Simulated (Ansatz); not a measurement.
# TiRe: squeezing one contact

The task here is to estimate one member of a computed series from the others.

Method: DFT PBEsol, with the methods named in each step, in Ansatz 0.2.0.

## The system as given

The structure is cubic, space group Pm-3m (No. 221). Conventional cell: a = 3.118 Å, b = 3.118 Å, c = 3.118 Å, α = 90.00°, β = 90.00°, γ = 90.00°. Around Ti (site symmetry m-3m) lie 8 Re at 2.70 Å. Re (site symmetry m-3m) has 8 Ti at 2.70 Å as nearest neighbours.

Coordinates:

```
Ti Re
1.0
     3.11800    0.00000    0.00000
     0.00000    3.11800    0.00000
     0.00000    0.00000    3.11800
Ti Re
1 1
Direct
  0.50000 0.50000 0.50000
  0.00000 0.00000 0.00000
```

Atoms are numbered in the order of the input: Ti1, Re2.

The first run:

input.yaml

```yaml
crystal:
  lattice:
    - [3.118, 0.0, 0.0]
    - [0.0, 3.118, 0.0]
    - [0.0, 0.0, 3.118]
  atoms:
    - { symbol: Ti, position: [0.5, 0.5, 0.5] }
    - { symbol: Re, position: [0.0, 0.0, 0.0] }
kpoints:
  mp_grid: { grid: [10, 10, 10] }
scf:
  occupations: { method: fermi_dirac, width: 0.05 }
hamiltonian:
  xc: pbesol
  pseudopotentials: { kind: paw }
output:
  forces: true
  stress: true
  eigenvalues: true
  efg: { contact_densities: true }
  populations: true
```

Launch:

```sh
$ ansatz run input.yaml --threads 1 --pin off --max-ram 2048MiB --backend cpu --events-out ev --progress --plain --runs-dir out
```

Steps of the session up to this table: Shortest bond scaled by 1, PAW; Shortest bond scaled by 1.1, PAW; Shortest bond scaled by 0.94, PAW; Shortest bond scaled by 0.88, PAW; Shortest bond scaled by 0.64, PAW; Shortest bond scaled by 0.64, PAW (source ansatz).

One of the session's tables, all rows but one given; the rest of the session is left out.

| method | length (Å) | F from the given length (eV/cell) | force along the bond (eV/Å) | pressure (GPa) | largest force (eV/Å) |
| --- | --- | --- | --- | --- | --- |
| PAW | 1.728 | 6.172 | 19.330 | 73.25 | 19.330 |
| PAW | 2.376 | 0.502 | 3.004 | 0.40 | 3.004 |
| PAW | 2.538 | ? | ? | ? | ? |
| PAW | 2.700 | 0.000 | 0.000 | -7.69 | 0.000 |
| PAW | 2.970 | 0.352 | -2.560 | -2.06 | 2.560 |
| PAW (source ansatz) | 1.728 | – | 19.544 | 73.87 | 19.544 |

Q: Estimate the row for PAW, 2.538 from the others.

As computed: F from the given length (eV/cell): 0.127; force along the bond (eV/Å): 1.579; pressure (GPa): -5.67; largest force (eV/Å): 1.579.

Caveats from the session: Warnings in the runs' records: gradients without spin orbit.
